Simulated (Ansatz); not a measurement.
# MgCd5: the cost of one run

All numbers are computed with Ansatz 0.2.0, driven from Python. Level of theory: DFT LDA, plane waves, norm-conserving potentials.

### Step 1. The system

MgCd5 P-62m: It takes space group P-62m (No. 189, hexagonal). The conventional cell has a = 5.183 Å, b = 5.183 Å, c = 5.564 Å, α = 90.00°, β = 90.00°, γ = 120.00°. Around Mg (site symmetry -62m) lie 12 Cd at 2.99 to 3.27 Å. Cd (site symmetry m2m) is surrounded by 10 Cd at 2.98 to 3.28 Å and 2 Mg at 3.27 Å. Cd (site symmetry -6) has 3 Mg at 2.99 Å and 9 Cd at 2.99 to 3.28 Å as nearest neighbours.

Mg P6_3/mmc: The structure is hexagonal, space group P6_3/mmc (No. 194). The conventional cell has a = 3.209 Å, b = 3.209 Å, c = 5.210 Å, α = 90.00°, β = 90.00°, γ = 120.00°. Mg (site symmetry -6m2) has 12 Mg at 3.20 to 3.21 Å as nearest neighbours.

Cd P6_3/mmc: It takes space group P6_3/mmc (No. 194, hexagonal). Conventional cell: a = 2.979 Å, b = 2.979 Å, c = 5.618 Å, α = 90.00°, β = 90.00°, γ = 120.00°. Around Cd (site symmetry -6m2) lie 12 Cd at 2.98 to 3.29 Å.

The script holds or builds the structure itself.

### Step 2. The script

formation_mgcd5.py

```python
'''Heat of formation of MgCd5 at zero temperature, after relaxing cells and atoms.'''

from collections import Counter
import csv
import warnings

import ansatz as az
import numpy as np

PHASES = {
    'MgCd5': (
        [(5.183424, 0.0, 0.0), (-2.591712, 4.488977, 0.0), (0.0, 0.0, 5.56436)],
        [
            ('Mg', (0.0, 0.0, 0.5)),
            ('Cd', (0.0, 0.331766, 0.0)),
            ('Cd', (0.668234, 0.668234, 0.0)),
            ('Cd', (0.331766, 0.0, 0.0)),
            ('Cd', (2 / 3, 1 / 3, 0.5)),
            ('Cd', (1 / 3, 2 / 3, 0.5)),
        ],
    ),
    'Mg': (
        [(3.2093, 0.0, 0.0), (-1.60465, 2.779335, 0.0), (0.0, 0.0, 5.2103)],
        [
            ('Mg', (1 / 3, 2 / 3, 0.25)),
            ('Mg', (2 / 3, 1 / 3, 0.75)),
        ],
    ),
    'Cd': (
        [(2.97887, 0.0, 0.0), (-1.489435, 2.579777, 0.0), (0.0, 0.0, 5.61765)],
        [
            ('Cd', (1 / 3, 2 / 3, 0.25)),
            ('Cd', (2 / 3, 1 / 3, 0.75)),
        ],
    ),
}


def build(vectors, sites):
    crystal = az.Crystal(lattice=az.Lattice.of(vectors))
    for symbol, position in sites:
        crystal = crystal.atom(symbol, position)
    return crystal


def compute(name, crystal):
    calc = (
        crystal.calculation()
        .functional(az.Functional.LDA)
        .mixing('anderson', ndim=4, beta=0.6)
        .pseudopotentials('nc')
        .accuracy('low')  # preset for grids and thresholds
        .kpoints(spacing=0.26)  # the mesh must be finer for metals
        .occupations('cold', width=0.1)
        .stress()  # positive in compression
    )
    calc = calc.relax(force_tolerance=0.02, cell=True)
    return calc.run()


def counts(outcome):
    return Counter(site.symbol for site in outcome.lattice.sites)

def formation_energy(outcome, mu):
    n = counts(outcome)
    return (outcome.report['energy_sigma0_ev'] - sum(k * mu[element] for element, k in n.items())) / sum(n.values())


def volume_per_atom(outcome):
    return abs(np.linalg.det(outcome.lattice.cell_ang)) / len(outcome.lattice.sites)


def main() -> None:
    warnings.simplefilter('ignore')

    phases = {name: build(*cell) for name, cell in PHASES.items()}

    done = {}
    for name, crystal in phases.items():
        done[name] = compute(name, crystal)
        print(f'{name}: {done[name].report["energy_sigma0_ev"]:.4f} eV, {len(done[name].lattice.sites)} atoms')

    # energy of one atom in its reference phase
    references = {'Mg': 'Mg', 'Cd': 'Cd'}
    mu = {element: done[name].report['energy_sigma0_ev'] / len(done[name].lattice.sites) for element, name in references.items()}

    target = done['MgCd5']
    heat = formation_energy(target, mu)
    rows = [(name, len(o.lattice.sites), volume_per_atom(o), formation_energy(o, mu)) for name, o in done.items()]
    with open('formation.csv', 'w', newline='') as handle:
        writer = csv.writer(handle)
        writer.writerow(['phase', 'atoms', 'V (A^3/atom)', 'E_form (eV/atom)'])
        writer.writerows([round(v, 4) if isinstance(v, float) else v for v in row] for row in rows)
    print(open('formation.csv').read())


if __name__ == '__main__':
    main()
```

### Step 3. What the engine is handed

The engine receives this input (first run):

```yaml
crystal:
  lattice:
    - [5.183424, 0.0, 0.0]
    - [-2.591712, 4.488977, 0.0]
    - [0.0, 0.0, 5.56436]
  atoms:
    - { symbol: Mg, position: [0.0, 0.0, 0.5] }
    - { symbol: Cd, position: [0.0, 0.331766, 0.0] }
    - { symbol: Cd, position: [0.668234, 0.668234, 0.0] }
    - { symbol: Cd, position: [0.331766, 0.0, 0.0] }
    - { symbol: Cd, position: [0.6666666666666666, 0.3333333333333333, 0.5] }
    - { symbol: Cd, position: [0.3333333333333333, 0.6666666666666666, 0.5] }
accuracy: low
kpoints:
  mp_grid:
    kspacing: 0.26
hamiltonian:
  xc: lda
  pseudopotentials:
    kind: nc
scf:
  mixing:
    algorithm: anderson
    beta: 0.6
    ndim: 4
  occupations:
    method: cold
    width: 0.1
relax:
  f_tol: 0.02
  cell: {}
output:
  stress: true
```

### Step 4. Running it

Command:

```bash
> python formation_mgcd5.py
```

Q: Estimate wall time and peak memory on 1 thread of Arm Neoverse N1, shared host.

About 16 min, with a peak of 0.93 GiB.
